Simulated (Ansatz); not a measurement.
# CoF: the cost of one run

Method: def2-TZVPP, core rule «outside noble gas», up to 10 orbitals frozen; program: Ansatz 0.2.0, Gaussian basis.

To be run: UHF; ROHF; CCSD(T) on UHF.

## Step 1: What is computed

The geometry is a PBE0/def2-TZVP stationary point (not a proven minimum) of the parent state, kept for this charge and spin.

2 atoms, charge 0, spin multiplicity 3.

Atoms are counted from 1 here; the program's logs count them from 0.

Bond lengths: Co1–F2 1.776 Å.

## Step 2: UHF

in.yaml reads:

```yaml
crystal:
  periodic: [false, false, false]
  atoms:
    - {symbol: Co, position_ang: [0.000000, 0.000000, 0.000000]}
    - {symbol: F, position_ang: [0.000000, 0.000000, 1.775600]}
basis:
  gaussian: {orbitals: def2-TZVPP}
magnetization: {spin_polarized: true, initial_magnetization: 2}
hamiltonian: {xc: hf}
output: {orbitals: {seedname: orbitals}}
```

Launch:

```bash
ansatz run in.yaml --threads 1 --pin off --events-out ev --progress --plain --max-ram 2816MiB --backend cpu
```

Q: Estimate wall time and peak memory on 1 thread of AMD EPYC 7R13, shared host.

About 13 s, with a peak of 0.3 GiB.
